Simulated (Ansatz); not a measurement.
# CH4F2NNb: the cost of one run

Computed with Ansatz 0.2.0, Gaussian basis. Level: the settings change from run to run.

1 further run of the same task is left out (for a known fault of the program).

## 1. The relaxed structure

An earlier PBE0-D4 in a triple-zeta def2 set relaxation fixed the geometry. Nb takes a core potential in def2 sets; no spin-orbit term is included.

SMILES `[CH3][Nb](=[NH])([F])[F]`, 9 atoms, charge 0, spin multiplicity 1.

Atoms are counted from 1 here; the program's logs count them from 0.

Bond lengths: C1–Nb2 2.140 Å, C1–H6 1.094 Å, C1–H7 1.097 Å, C1–H8 1.094 Å, Nb2–N3 1.735 Å, Nb2–F4 1.872 Å, Nb2–F5 1.872 Å, N3–H9 1.009 Å. Angles: Nb2–C1–H6 110.7°, Nb2–C1–H7 109.4°, Nb2–C1–H8 110.6°, H6–C1–H7 109.1°, H6–C1–H8 107.9°, H7–C1–H8 109.1°, C1–Nb2–N3 102.4°, C1–Nb2–F4 108.4°, C1–Nb2–F5 108.4°, N3–Nb2–F4 110.0°, N3–Nb2–F5 110.0°, F4–Nb2–F5 116.6°, Nb2–N3–H9 174.4°.

Coordinates:

```
C    -1.2578    0.1363   -0.4351
Nb    0.8673    0.0272   -0.2123
N     1.0455   -0.4031    1.4595
F     1.5067   -1.3547   -1.3019
F     1.5821    1.7310   -0.5156
H    -1.7220   -0.8238   -0.1929
H    -1.5019    0.4017   -1.4706
H    -1.6773    0.8912    0.2359
H     1.2459   -0.6521    2.4162
```

## 2. r2SCAN/ANO-RCC-VTZP

Options: atoms shaken by 0.15 Å.

Contents of in.yaml:

```yaml
crystal:
  periodic: [false, false, false]
  atoms:
    - {symbol: C, position_ang: [-1.340464, -0.077757, -0.156255]}
    - {symbol: Nb, position_ang: [0.591295, 0.044131, -0.340238]}
    - {symbol: N, position_ang: [1.080964, -0.265948, 1.285452]}
    - {symbol: F, position_ang: [1.617370, -1.434972, -1.480921]}
    - {symbol: F, position_ang: [1.526399, 1.879929, -0.511673]}
    - {symbol: H, position_ang: [-1.635476, -1.021216, -0.162780]}
    - {symbol: H, position_ang: [-1.503360, 0.555576, -1.553571]}
    - {symbol: H, position_ang: [-1.304356, 0.910789, 0.206660]}
    - {symbol: H, position_ang: [1.367237, -0.560913, 2.409561]}
basis:
  gaussian: {orbitals: ANO-RCC-VTZP}
hamiltonian: {xc: {name: r2SCAN}}
output: {forces: true}
```

Command:

```
$ ansatz run in.yaml --threads 4 --pin off --events-out ev --progress --plain --max-ram 10444MiB
```

What time and memory should one allow on 4 threads of Intel Xeon Platinum 8375C at 2.90GHz, shared host?

About 10 s, with a peak of 0.58 GiB.
